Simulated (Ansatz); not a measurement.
Crystal: HfIn4SiO6.

```xyz
12
Lattice="5.2774 0.0000 0.0000 -2.6387 4.5704 0.0000 0.0000 0.0000 10.5590" Properties=species:S:1:pos:R:3 pbc="T T T"
Hf    0.0000    0.0000    0.0000
In    0.0000    3.0469    3.2148
In    0.0000    3.0469    7.3442
In    2.6387    1.5234    8.3331
In    2.6387    1.5234    2.2260
Si    0.0000    3.0469    0.0000
O     0.6361    1.6984    9.5002
O     1.4859    3.1703    1.0589
O     0.8498    4.2720    9.5002
O    -0.6360    1.6984    1.0589
O    -1.4858    3.1703    9.5002
O    -0.8498    4.2720    1.0589
```

The cell was built by a generator and needn't be a form met in nature.

Base run:

```yaml
Program: Ansatz 0.2.0
Functional: PBE
Potentials_or_basis: Ansatz PAW
Cutoff: "420 eV (not typed: the program's choice for these potentials)"
k_mesh: 6 × 6 × 3
Occupations: fermi-dirac, width 0.05 eV
Spin: no spin polarisation
Hubbard_terms: Hf d U = 6 eV
```

Its results: band gap on the k mesh none (metal or under the smearing width); pressure 1.1 GPa; largest force 0.404 eV/Å.

Problem. The run is repeated on the same cell with these changes: hubbard terms from Hf d U = 6 eV to Hf d U = 4 eV. What comes out?

Solution. Band gap on the k mesh none (metal or under the smearing width); pressure 0.7 GPa; largest force 0.255 eV/Å.

Caveats: U without spin polarisation on a metal has little footing; the density of states is complete only up to the lowest level of the last band computed.
